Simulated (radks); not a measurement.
# Valence configurations of Co

One table from this session's results is given with a row withheld; the runs are named, their logs left out.

Program: radks (a radial shooting solver on a logarithmic mesh, Libxc functionals) version 1. Level of theory: scalar-relativistic Kohn-Sham, r2SCAN, spin-polarised, spherical densities, finite nucleus; open shells are filled with parallel spins first. These are calculated values, not measurements, unless marked.

**The atom as given**

* element: cobalt (Z = 27)
* charge: 0
* electrons: 27
* configuration: [Ar] 3d7 4s2
* nuclear rms radius: 3.7875 fm
* others tried: 3d5 4s2 4p2; 3d6 4s2 4p1; 3d8 4s1; 3d7 4s1.5 4p0.5; 3d9; 3d6.5 4s2 4p0.5; 3d7 4p2; 3d6.5 4p2.5; 3d5 4s1 4p3

Outer shells as boxes (Hund's rule):

Co
```
[Ar] core
3d [↑↓][↑↓][↑ ][↑ ][↑ ]
4s [↑↓]
```

Set-up of the first run:

The run's settings:

```text
Z 27
configuration [Ar] 3d7 4s2
relativity scalar-relativistic
functional r2scan,r2scan
spin polarised
nucleus finite rms 3.7875 fm
c 137.035999084
```

Among the steps run: [Ar] 3d7 4s2.

One of the session's tables, all rows but one given; the rest of the session is left out.

It belongs to the step «[Ar] 3d7 4s2». Radial moments (bohr):

```
  level     <r>  outermost maximum (interpolated)  90 % within  nodes
  3s up  0.7721                             0.668         1.16      2
3s down  0.7750                             0.669         1.16      2
  3p up  0.8143                             0.678         1.25      1
3p down  0.8194                             0.680         1.26      1
  3d up   1.039                             0.668         1.81      0
3d down   1.126                             0.677         2.02      0
  4s up       ?                                 ?            ?      ?
4s down   2.990                              2.41         4.58      3
```

Q: Estimate the row for 4s up from the others.

The run gave: <r>: 2.821; outermost maximum (interpolated): 2.29; 90 % within: 4.31; nodes: 3. In the column «<r>» it lies between 3d down (1.126) and 4s down (2.990).
